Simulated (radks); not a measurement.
**Excited configurations of Kr⁺**

One table from this session's results is given with a row withheld; the runs are named, their logs left out.

Program: radks (a radial shooting solver on a logarithmic mesh, Libxc functionals) version 1. Level of theory: Dirac Kohn-Sham, PBE, spin-unpolarised, spherical densities, finite nucleus; open shells fill j = l - 1/2 first. These are calculated values, not measurements, unless marked.

## The system

| Item | Value |
| --- | --- |
| element | krypton (Z = 36) |
| charge | +1 |
| electrons | 35 |
| configuration | [Ar] 3d10 4s2 4p5 |
| nuclear rms radius | 4.1884 fm |

The first run:

The run's settings:

```text
Z 36
configuration [Ar] 3d10 4s2 4p5
relativity Dirac
functional pbe,pbe
spin unpolarised
j_filling energy
nucleus finite rms 4.1884 fm
c 137.035999084
```

Steps of the session up to this table: Ground configuration: [Ar] 3d10 4s2 4p5.

One of the session's tables, all rows but one given; the rest of the session is left out.

It belongs to the step «Ground configuration: [Ar] 3d10 4s2 4p5». Radial moments (bohr):

```
level     <r>  outermost maximum (interpolated)  90 % within  nodes
3s1/2  0.5301                             0.467        0.788      2
3p1/2  0.5334                             0.457        0.813      1
3p3/2  0.5438                             0.466        0.829      1
3d3/2       ?                                 ?            ?      ?
3d5/2  0.5571                             0.412        0.912      0
4s1/2   1.538                              1.33         2.27      3
4p1/2   1.805                              1.50         2.73      2
4p3/2   1.842                              1.53         2.79      2
```

Q: Estimate the row for 3d3/2 from the others.

The run gave: <r>: 0.5532; outermost maximum (interpolated): 0.410; 90 % within: 0.906; nodes: 0. In the column «<r>» it lies between 3p3/2 (0.5438) and 3d5/2 (0.5571).

Limits of these values: Spin polarisation and multiplet splitting are left out, so open shells lie too high by an amount that depends on their filling.
